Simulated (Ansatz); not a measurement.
**ClH₃Se₃Zr: basis-set convergence**

The task here is to estimate one member of a computed series from the others.

Computed with Ansatz 0.2.0, Gaussian basis. Level: one geometry, several basis sets.

The runs, in order: PBE0-D4/def2-SVP; ωB97M-V/def2-SVP; PBE0-D4/def2-QZVPP; ωB97M-V/def2-QZVPP; the functionals' def2-TZVPP values are taken from earlier runs.

### The relaxed structure

All runs share one geometry, relaxed beforehand with PBE0-D4 in a triple-zeta def2 set. Zr takes the def2 core potential; no spin-orbit term is included.

SMILES `[Cl][Zr]([SeH])([SeH])[SeH]`, 8 atoms, charge 0, spin multiplicity 1.

Atoms are counted from 1 here; the program's logs count them from 0.

Bond lengths: Cl1–Zr2 2.323 Å, Zr2–Se3 2.550 Å, Zr2–Se4 2.549 Å, Zr2–Se5 2.559 Å, Se3–H6 1.477 Å, Se4–H7 1.474 Å, Se5–H8 1.475 Å. Angles: Cl1–Zr2–Se3 112.2°, Cl1–Zr2–Se4 111.3°, Cl1–Zr2–Se5 110.5°, Se3–Zr2–Se4 103.6°, Se3–Zr2–Se5 108.6°, Se4–Zr2–Se5 110.4°, Zr2–Se3–H6 87.5°, Zr2–Se4–H7 86.6°, Zr2–Se5–H8 86.0°.

As a file:

```xyz
8

Cl   -2.7990   -0.6048    0.5171
Zr   -0.5196   -0.2878    0.2029
Se    0.3403    1.7862    1.4125
Se    0.8296   -2.1856    1.2386
Se    0.0192   -0.0640   -2.2885
H    -0.7017    2.5534    0.7002
H     1.7370   -2.0512    0.0846
H     1.0941    0.8538   -1.8675
```

The first run:

in.yaml

```yaml
crystal:
  periodic: [false, false, false]
  atoms:
    - {symbol: Cl, position_ang: [-2.798975, -0.604764, 0.517060]}
    - {symbol: Zr, position_ang: [-0.519597, -0.287761, 0.202935]}
    - {symbol: Se, position_ang: [0.340327, 1.786193, 1.412523]}
    - {symbol: Se, position_ang: [0.829582, -2.185648, 1.238628]}
    - {symbol: Se, position_ang: [0.019218, -0.064039, -2.288466]}
    - {symbol: H, position_ang: [-0.701668, 2.553416, 0.700228]}
    - {symbol: H, position_ang: [1.737031, -2.051224, 0.084580]}
    - {symbol: H, position_ang: [1.094091, 0.853827, -1.867489]}
basis:
  gaussian: {orbitals: def2-SVP}
hamiltonian: {xc: pbe0, dispersion: d4}
output: {orbitals: {seedname: orbitals}}
```

On the command line:

```bash
> ansatz run in.yaml --threads 4 --pin off --events-out ev --progress --plain --max-ram 11315MiB
```

Steps of the session up to this table: PBE0-D4 in def2-SVP; ωB97M-V in def2-SVP; PBE0-D4 in def2-QZVPP; ωB97M-V in def2-QZVPP.

One of the session's tables, all rows but one given; the rest of the session is left out.

It belongs to the step «Functionals by basis». 

```
functional       basis  HOMO (eV)  LUMO (eV)
   PBE0-D4    def2-SVP          ?          ?
   PBE0-D4  def2-TZVPP      -7.50      -2.58
   PBE0-D4  def2-QZVPP      -7.50      -2.58
   ωB97M-V    def2-SVP      -9.52      -0.56
   ωB97M-V  def2-TZVPP      -9.57      -0.61
   ωB97M-V  def2-QZVPP      -9.58      -0.62
```

Estimate the missing values for PBE0-D4, def2-SVP.

**Answer.** HOMO (eV): -7.48; LUMO (eV): -2.57. In the column «HOMO (eV)» it is the highest.
